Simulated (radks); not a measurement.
# Tb⁴⁺ in [Xe] 4f7: an all-electron calculation

What are the levels of the terbium ion Tb4+, how large are its shells, and how does its energy divide?

The numbers are computed with radks (a radial shooting solver on a logarithmic mesh, Libxc functionals) version 1 (scalar-relativistic Kohn-Sham, r2SCAN, spin-polarised, spherical densities, finite nucleus; open shells are filled with parallel spins first), except any that are marked as measured or tabulated.

## (1) What is computed

* element: terbium (Z = 65)
* charge: +4
* electrons: 61
* configuration: [Xe] 4f7
* nuclear rms radius: 5.06 fm

Outer shells as boxes (Hund's rule):

Tb⁴⁺
```
[Xe] core
4f [↑ ][↑ ][↑ ][↑ ][↑ ][↑ ][↑ ]
```

## (2) The run

The run's settings:

```text
Z 65
configuration [Xe] 4f7
relativity scalar-relativistic
functional r2scan,r2scan
spin polarised
nucleus finite rms 5.06 fm
c 137.035999084
```

The run is started by

```
$ python run_ks.py task.json out
```

The same process makes all the runs of this session.

What does the calculation give?

**Answer**, as computed:

| quantity | value |
| --- | --- |
| total energy | -11706.5599 hartree |
| exchange-correlation share of it | 2.18 % |
| −T/E | 1.0762 |
| highest occupied level | 4f up, -57.108 eV |
| most extended occupied level | 5p down, <r> = 1.47 bohr |
| radius at density 0.001 e/bohr³ | 3.05 bohr |
| maxima of the radial density | 4 |
| ionisation energy, NIST | 66.5 (semi-emp.) eV |

What this shows: 5 principal shells are occupied and 4 maxima appear in the radial density; where shells overlap, one shows as a shoulder or not at all. −T/E is 1.076: with relativity the kinetic term as defined here no longer equals −E. The top level binds by 57.108 eV, 86 % of the NIST ionisation energy of 66.5 eV; the potential of a semilocal functional falls off too fast, so its top eigenvalue is too shallow. Open shells are spherical and high-spin; term and fine-structure splittings are not resolved. Spin-orbit splitting is averaged out at the scalar-relativistic level.
